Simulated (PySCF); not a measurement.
**doublet SnTe+ at 4 levels**

We compute a comparison of 4 runs (UPBE/STO-6G, USVWN5/STO-6G, UMP2/STO-6G, UCISD/STO-6G) of doublet SnTe+. The job is set up through a Python script.

Program for the calculation: PySCF 2.14.0.

2 further runs of the same task are left out: 2 set aside as unsound or not needed.

### 1 The molecule

SnTe+ has 2 atoms, charge +1, and is taken as a doublet. As SMILES of the parent species, `[Sn][Te]`. Geometry: a GFN2-xTB relaxation, a rough one for these elements and not checked as a minimum. That shape belongs to the parent species and isn't relaxed for this state.

Bond lengths: Sn1–Te2 2.537 Å.

### 2 A single-point energy at UPBE/STO-6G (run 1)

run.py reads:

```python
from pyscf import gto, dft

mol = gto.M(
    atom=[
    ('Sn', (0.000000, 0.000000, 0.000000)),
    ('Te', (0.000000, 0.000000, 2.536770)),
],
    max_memory=1860,
    basis='sto-6g',
    verbose=3,
    spin=1,
    charge=1,
)

calc0 = dft.UKS(mol, xc='pbe')
calc0.grids.level = 5
calc0.conv_tol = 1e-10
calc0.kernel()
if not calc0.converged:
    calc0 = calc0.newton().run(calc0.mo_coeff, calc0.mo_occ)

e_final = calc0.e_tot
print('Final energy', e_final)
```

Launch:

```bash
$ OMP_NUM_THREADS=1 python run.py
```

What it wrote:

```text
WARN: HOMO -0.680408439867581 >= LUMO -0.680408439867538

converged SCF energy = -12578.0818105303  <S^2> = 0.76297249  2S+1 = 2.0129307
Final energy -12578.081810530273
```

Wall time 27 s (1 thread of Arm Neoverse V1, shared host); peak memory 0.31 GiB.

### 3 The energy at USVWN5/STO-6G (run 2)

job.py reads:

```python
from pyscf import gto, dft

mol = gto.M(
    atom='''
Sn   0.000000   0.000000   0.000000
Te   0.000000   0.000000   2.536770
''',
    spin=1,
    basis='sto-6g',
    verbose=4,
    charge=1,
    max_memory=1860,
)

ks = dft.UKS(mol, xc='svwn')
ks.conv_tol = 1e-10
ks.grids.level = 5
ks.kernel()
if not ks.converged:
    ks = ks.newton().run(ks.mo_coeff, ks.mo_occ)

e_final = ks.e_tot
print('E = %.10f Eh' % e_final)
```

Launch:

```bash
$ OMP_NUM_THREADS=1 python job.py
```

What it wrote:

```text
PySCF version 2.14.0

[INPUT] num. atoms = 2
[INPUT] num. electrons = 101
[INPUT] charge = 1
[INPUT] spin (= nelec alpha-beta = 2S) = 1
[INPUT] symmetry False subgroup None
[INPUT] Mole.unit = angstrom
[INPUT] Symbol           X                Y                Z      unit          X                Y                Z       unit  Magmom
[INPUT]  1 Sn     0.000000000000   0.000000000000   0.000000000000 AA    0.000000000000   0.000000000000   0.000000000000 Bohr   0.0
[INPUT]  2 Te     0.000000000000   0.000000000000   2.536770000000 AA    0.000000000000   0.000000000000   4.793800541013 Bohr   0.0

nuclear repulsion = 542.367163121608
number of shells = 22
number of NR pGTOs = 324
number of NR cGTOs = 54
basis = sto-6g
ecp = {}

[... 89 lines left out ...]
converged SCF energy = -12567.3352868133  <S^2> = 0.75912239  2S+1 = 2.0091017
E = -12567.3352868133 Eh
```

Wall time 14 s (1 thread of Arm Neoverse V1, shared host); peak memory 0.18 GiB.

Run 3 isn't shown in full; the table further down has it.

### 4 The energy at UCISD/STO-6G (run 4)

input.py reads:

```python
from pyscf import gto, ci

mol = gto.M(
    atom='''
Sn   0.000000   0.000000   0.000000
Te   0.000000   0.000000   2.536770
''',
    verbose=4,
    spin=1,
    max_memory=1860,
    basis='sto-6g',
    charge=1,
)

mf = mol.UHF()
mf.conv_tol = 1e-10
mf.kernel()
if not mf.converged:
    mf = mf.newton().run(mf.mo_coeff, mf.mo_occ)

cisd = ci.CISD(mf, frozen=36)
cisd.kernel()
e_tot = cisd.e_tot
print('E(%s) = %.9f' % ('CISD', e_tot))
```

Launch:

```bash
$ OMP_NUM_THREADS=1 python input.py
```

What it wrote:

```text
PySCF version 2.14.0

[INPUT] num. atoms = 2
[INPUT] num. electrons = 101
[INPUT] charge = 1
[INPUT] spin (= nelec alpha-beta = 2S) = 1
[INPUT] symmetry False subgroup None
[INPUT] Mole.unit = angstrom
[INPUT] Symbol           X                Y                Z      unit          X                Y                Z       unit  Magmom
[INPUT]  1 Sn     0.000000000000   0.000000000000   0.000000000000 AA    0.000000000000   0.000000000000   0.000000000000 Bohr   0.0
[INPUT]  2 Te     0.000000000000   0.000000000000   2.536770000000 AA    0.000000000000   0.000000000000   4.793800541013 Bohr   0.0

nuclear repulsion = 542.367163121608
number of shells = 22
number of NR pGTOs = 324
number of NR cGTOs = 54
basis = sto-6g
ecp = {}

[... 98 lines left out ...]
SCF not converged.
SCF energy = -12574.8706031839 after 50 cycles  <S^2> = 0.82048702  2S+1 = 2.0692869
[... 46 lines left out ...]
converged SCF energy = -12574.8966802708  <S^2> = 1.8360944  2S+1 = 2.8886637
[... 1 line left out ...]
******** <class 'pyscf.ci.ucisd.UCISD'> ********
CISD nocc = (np.int64(15), np.int64(14)), nmo = (18, 18)
frozen orbitals 36
max_cycle = 50
direct = 0
conv_tol = 1e-09
max_cycle = 50
max_space = 12
lindep = 0
nroots = 1
Init t2, MP2 energy = -0.0299154598983808
UCISD converged
E(UCISD) = -12574.95085487851  E_corr = -0.05417460773585799
E(CISD) = -12574.950854879
```

It took 8.4 s on 1 thread of Arm Neoverse V1, shared host; peak memory 0.14 GiB.

### 5 The series

| run | level | integration grid | frozen core orbitals | energy (Eh) | HOMO energy (eV) | LUMO energy (eV) | ⟨S²⟩ | wall time |
| --- | --- | --- | --- | --- | --- | --- | --- | --- |
| 1 | UPBE/STO-6G | 5 | – | -12578.081811 | -10.14 | -9.75 | 0.763 | 27 s |
| 2 | USVWN5/STO-6G | 5 | – | -12567.335287 | -10.30 | -10.04 | 0.759 | 14 s |
| 3 | UMP2/STO-6G | – | 36 | -12574.926596 | -12.20 | -3.58 | 1.836 | 8.4 s |
| 4 | UCISD/STO-6G | – | 36 | -12574.950855 | -12.20 | -3.58 | 1.836 | 8.4 s |

### 6 Outcome

| quantity | value |
| --- | --- |
| run 4: total energy | -12574.95085 Eh |
| run 4: HOMO energy (Hartree–Fock orbitals) (highest over α and β) | -12.20 eV |
| run 4: LUMO energy (Hartree–Fock orbitals) (lowest over α and β) | -3.58 eV |
| run 4: correlation energy (36 core orbitals frozen) | -54.2 mEh |
| run 4: ⟨S²⟩ of the reference determinant | 1.836 |

What this shows: Totals of different functionals can't be ranked against each other. In runs 1, 2, 3, 4 the basis is minimal, so the values are rough. In runs 1, 2, 3, 4 relativity is left out where basis or elements ask for it. Spin contamination of the reference: run 3 ⟨S²⟩ = 1.84, run 4 ⟨S²⟩ = 1.84. Where it is this large, the reference is a mixture of spin states, and values that rest on it are in doubt. All runs together took 58 s, the longest 27 s.
